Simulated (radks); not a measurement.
**Ionising lead step by step, Pb⁴²⁺ to Pb⁶²⁺**

How much does each further electron of lead cost? Each ion is computed in its NIST ground configuration. Each value is a difference of total energies (Δ-SCF).

Method: Dirac Kohn-Sham, PBE, spin-unpolarised, spherical densities, finite nucleus; open shells fill j = l - 1/2 first. Code: radks (a radial shooting solver on a logarithmic mesh, Libxc functionals) version 1.

**1. What is computed**

- element: lead (Z = 82)
- charges: 42 to 62
- first configuration: [Kr] 4d4
- last configuration: [Ar] 3d2

**2. Pb⁴²⁺, [Kr] 4d4**

The run's settings:

```text
Z 82
configuration [Kr] 4d4
relativity Dirac
functional pbe,pbe
spin unpolarised
j_filling energy
nucleus finite rms 5.5012 fm
c 137.035999084
```

**3. Pb⁴³⁺, [Kr] 4d3**

Input: that of step 2 with these lines changed.

```diff
@@ -1,3 +1,3 @@
 Z 82
-configuration [Kr] 4d4
+configuration [Kr] 4d3
 relativity Dirac
```

**4. Pb⁴⁴⁺, [Kr] 4d2**

Input: that of step 3 with these lines changed.

```diff
@@ -1,3 +1,3 @@
 Z 82
-configuration [Kr] 4d3
+configuration [Kr] 4d2
 relativity Dirac
```

**5. Pb⁴⁵⁺, [Kr] 4d1**

Input: that of step 4 with these lines changed.

```diff
@@ -1,3 +1,3 @@
 Z 82
-configuration [Kr] 4d2
+configuration [Kr] 4d1
 relativity Dirac
```

**6. Pb⁴⁶⁺, [Kr]**

Input: that of step 5 with these lines changed.

```diff
@@ -1,3 +1,3 @@
 Z 82
-configuration [Kr] 4d1
+configuration [Kr] 5s0 4d0
 relativity Dirac
```

**7. Pb⁴⁷⁺, [Ar] 3d10 4s2 4p5**

Input: that of step 6 with these lines changed.

```diff
@@ -1,3 +1,3 @@
 Z 82
-configuration [Kr] 5s0 4d0
+configuration [Ar] 3d10 4s2 4p5
 relativity Dirac
```

**8. Pb⁴⁸⁺, [Ar] 3d10 4s2 4p4**

Input: that of step 7 with these lines changed.

```diff
@@ -1,3 +1,3 @@
 Z 82
-configuration [Ar] 3d10 4s2 4p5
+configuration [Ar] 3d10 4s2 4p4 5s0 4d0
 relativity Dirac
```

**9. Pb⁴⁹⁺, [Ar] 3d10 4s2 4p3**

Input: that of step 8 with these lines changed.

```diff
@@ -1,3 +1,3 @@
 Z 82
-configuration [Ar] 3d10 4s2 4p4 5s0 4d0
+configuration [Ar] 3d10 4s2 4p3
 relativity Dirac
```

**10. Pb⁵⁰⁺, [Ar] 3d10 4s2 4p2**

Input: that of step 9 with these lines changed.

```diff
@@ -1,3 +1,3 @@
 Z 82
-configuration [Ar] 3d10 4s2 4p3
+configuration [Ar] 3d10 4s2 4p2
 relativity Dirac
```

**11. Pb⁵¹⁺, [Ar] 3d10 4s2 4p1**

Input: that of step 10 with these lines changed.

```diff
@@ -1,3 +1,3 @@
 Z 82
-configuration [Ar] 3d10 4s2 4p2
+configuration [Ar] 3d10 4s2 4p1
 relativity Dirac
```

**12. Pb⁵²⁺, [Ar] 3d10 4s2**

Input: that of step 11 with these lines changed.

```diff
@@ -1,3 +1,3 @@
 Z 82
-configuration [Ar] 3d10 4s2 4p1
+configuration [Ar] 3d10 4s2
 relativity Dirac
```

**13. Pb⁵³⁺, [Ar] 3d10 4s1**

Input: that of step 12 with these lines changed.

```diff
@@ -1,3 +1,3 @@
 Z 82
-configuration [Ar] 3d10 4s2
+configuration [Ar] 3d10 4s1
 relativity Dirac
```

**14. Pb⁵⁴⁺, [Ar] 3d10**

Input: that of step 13 with these lines changed.

```diff
@@ -1,3 +1,3 @@
 Z 82
-configuration [Ar] 3d10 4s1
+configuration [Ar] 3d10 4s0 4p0
 relativity Dirac
```

**15. Pb⁵⁵⁺, [Ar] 3d9**

Input: that of step 14 with these lines changed.

```diff
@@ -1,3 +1,3 @@
 Z 82
-configuration [Ar] 3d10 4s0 4p0
+configuration [Ar] 3d9 4s0 4p0
 relativity Dirac
```

**16. Pb⁵⁶⁺, [Ar] 3d8**

Input: that of step 15 with these lines changed.

```diff
@@ -1,3 +1,3 @@
 Z 82
-configuration [Ar] 3d9 4s0 4p0
+configuration [Ar] 3d8
 relativity Dirac
```

**17. Pb⁵⁷⁺, [Ar] 3d7**

Input: that of step 16 with these lines changed.

```diff
@@ -1,3 +1,3 @@
 Z 82
-configuration [Ar] 3d8
+configuration [Ar] 3d7
 relativity Dirac
```

**18. Pb⁵⁸⁺, [Ar] 3d6**

Input: that of step 17 with these lines changed.

```diff
@@ -1,3 +1,3 @@
 Z 82
-configuration [Ar] 3d7
+configuration [Ar] 3d6
 relativity Dirac
```

**19. Pb⁵⁹⁺, [Ar] 3d5**

Input: that of step 18 with these lines changed.

```diff
@@ -1,3 +1,3 @@
 Z 82
-configuration [Ar] 3d6
+configuration [Ar] 3d5 4s0 4p0
 relativity Dirac
```

**20. Pb⁶⁰⁺, [Ar] 3d4**

Input: that of step 19 with these lines changed.

```diff
@@ -1,3 +1,3 @@
 Z 82
-configuration [Ar] 3d5 4s0 4p0
+configuration [Ar] 3d4
 relativity Dirac
```

**21. Pb⁶¹⁺, [Ar] 3d3**

Input: that of step 20 with these lines changed.

```diff
@@ -1,3 +1,3 @@
 Z 82
-configuration [Ar] 3d4
+configuration [Ar] 3d3 4s0 4p0
 relativity Dirac
```

**22. Pb⁶²⁺, [Ar] 3d2**

Input: that of step 21 with these lines changed.

```diff
@@ -1,3 +1,3 @@
 Z 82
-configuration [Ar] 3d3 4s0 4p0
+configuration [Ar] 3d2
 relativity Dirac
```

Before running it: what results should come out? Wanted: for each run, species; configuration; Δ-SCF; −ε(HOMO); NIST; error.

**Answer**, as computed:

```csv
species,configuration,Δ-SCF (eV),−ε(HOMO) (eV),NIST (eV),error (%)
Pb⁴²⁺,[Kr] 4d4,2103.5,2071.7,2101 (theory),+0.1
Pb⁴³⁺,[Kr] 4d3,2167.4,2135.4,2163 (theory),+0.2
Pb⁴⁴⁺,[Kr] 4d2,2231.9,2199.6,2230 (theory),+0.1
Pb⁴⁵⁺,[Kr] 4d1,2297.0,2264.4,2292 (theory),+0.2
Pb⁴⁶⁺,[Kr],2547.4,2515.9,2543 (theory),+0.2
Pb⁴⁷⁺,[Ar] 3d10 4s2 4p5,2610.7,2579.0,2605 (theory),+0.2
Pb⁴⁸⁺,[Ar] 3d10 4s2 4p4,2674.3,2642.5,2671 (theory),+0.1
Pb⁴⁹⁺,[Ar] 3d10 4s2 4p3,2737.9,2706.1,2735 (theory),+0.1
Pb⁵⁰⁺,[Ar] 3d10 4s2 4p2,2976.3,2942.2,2965 (theory),+0.4
Pb⁵¹⁺,[Ar] 3d10 4s2 4p1,3044.5,3010.4,3036 (theory),+0.3
Pb⁵²⁺,[Ar] 3d10 4s2,3227.8,3194.1,3211 (theory),+0.5
Pb⁵³⁺,[Ar] 3d10 4s1,3295.7,3261.7,3282 (semi-emp.),+0.4
Pb⁵⁴⁺,[Ar] 3d10,5416.0,5342.9,5414 (theory),+0.0
Pb⁵⁵⁺,[Ar] 3d9,5563.4,5489.5,5555 (theory),+0.2
Pb⁵⁶⁺,[Ar] 3d8,5712.2,5637.5,5703 (theory),+0.2
Pb⁵⁷⁺,[Ar] 3d7,5862.4,5787.0,5862 (theory),+0.0
Pb⁵⁸⁺,[Ar] 3d6,6014.0,5937.9,6015 (theory),-0.0
Pb⁵⁹⁺,[Ar] 3d5,6166.9,6090.2,6162 (theory),+0.1
Pb⁶⁰⁺,[Ar] 3d4,6447.0,6367.5,6442 (theory),+0.1
Pb⁶¹⁺,[Ar] 3d3,6606.8,6526.7,6597 (theory),+0.1
```

Reference values: NIST Atomic Spectra Database (exp. measured, semi-emp. semi-empirical, theory a theoretical value adopted there). The steepest step, after dividing by the final charge, comes at Pb⁵⁴⁺ in [Ar] 3d10, where the value goes from 3295.7 to 5416.0 eV. There the highest level belongs to another shell. Minus the highest eigenvalue gives 98 to 99 % of the Δ-SCF value along the ladder. Spin polarisation and multiplet splitting are left out, so open shells lie too high by an amount that depends on their filling.
